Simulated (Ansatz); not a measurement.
# HSe: the cost of one run

Computed with Ansatz 0.2.0, Gaussian basis. Level: single points in def2-TZVPP.

Cores are frozen in the correlated methods. Filled d shells of the heavier atoms are correlated. Orbitals are unrestricted.

**1. Where the work starts**

SMILES `[SeH]`, 2 atoms, charge 0, spin multiplicity 2.

Atoms are counted from 1 here; the program's logs count them from 0.

Bond lengths: Se1–H2 1.441 Å.

Geometry (Å):

```xyz
2

Se   -0.59980    0.14880   -0.30860
H     0.64330   -0.18110    0.34200
```

**2. CCSD(T)/def2-TZVPP**

Contents of run/in.yaml:

```yaml
crystal:
  periodic: [false, false, false]
  atoms:
    - {symbol: Se, position_ang: [-0.599800, 0.148800, -0.308600]}
    - {symbol: H, position_ang: [0.643300, -0.181100, 0.342000]}
basis:
  gaussian: {orbitals: def2-TZVPP}
magnetization: {spin_polarized: true, initial_magnetization: 1}
correlation: {method: ccsd_t}
scf: {omitted_lower_state_checks: [cluster_reference]}
output: {forces: true}
```

Run with:

```
> ansatz run in.yaml --threads 4 --pin off --events-out ev --progress --plain --max-ram 5222MiB
```

Q: Estimate wall time and peak memory on 4 threads of Arm Neoverse N1, shared host.

About 7.5 s, with a peak of 0.28 GiB.
